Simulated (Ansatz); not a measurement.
# TiOF (quartet): from a generated start to a stationary point

Where does this start of TiOF (quartet) end when it is relaxed?

Method: UKS PBE0/def2-TZVP; program: Ansatz 0.2.0, Gaussian basis.

### Step 1. The starting structure

3 atoms, charge 0, spin multiplicity 4.

Atoms are counted from 1 here; the program's logs count them from 0.

Bond lengths: Ti1–O2 1.723 Å, Ti1–F3 1.726 Å. Angles: O2–Ti1–F3 180.0°.

The start was built by rule and, where that kept it together, relaxed with GFN2-xTB. Sticks and bond lists go by distance. 

### Step 2. Relaxation

Contents of in.yaml:

```yaml
crystal:
  periodic: [false, false, false]
  atoms:
    - {symbol: Ti, position_ang: [0.000000, 0.000000, 0.001078]}
    - {symbol: O, position_ang: [0.000000, 0.000000, 1.724230]}
    - {symbol: F, position_ang: [0.000000, 0.000000, -1.725308]}
basis:
  gaussian: {orbitals: def2-TZVP}
magnetization: {spin_polarized: true, initial_magnetization: 3}
hamiltonian: {xc: pbe0}
relax: {f_tol: 0.004, max_steps: 80}
```

Run with:

```console
ansatz run in.yaml --threads 1 --pin off --events-out ev --progress --plain --max-ram 2176MiB
```

What does the calculation give? Wanted: energy gained; shift from the start; total energy; dipole moment; ⟨S²⟩.

As calculated:

| quantity | value |
| --- | --- |
| steps | 7 |
| energy gained | 0.354 eV |
| shift from the start (rms) | 0.114 Å |
| total energy | -27870.1470 eV |
| dipole moment | 0.04 D |
| ⟨S²⟩ | 3.755 |

In words: The bonds of the start are those of the end. Ti1–O2 went from 1.723 to 1.909 Å. No vibrations were run, so this is a stationary point, not a proven minimum, and this spin need not be the ground state's.
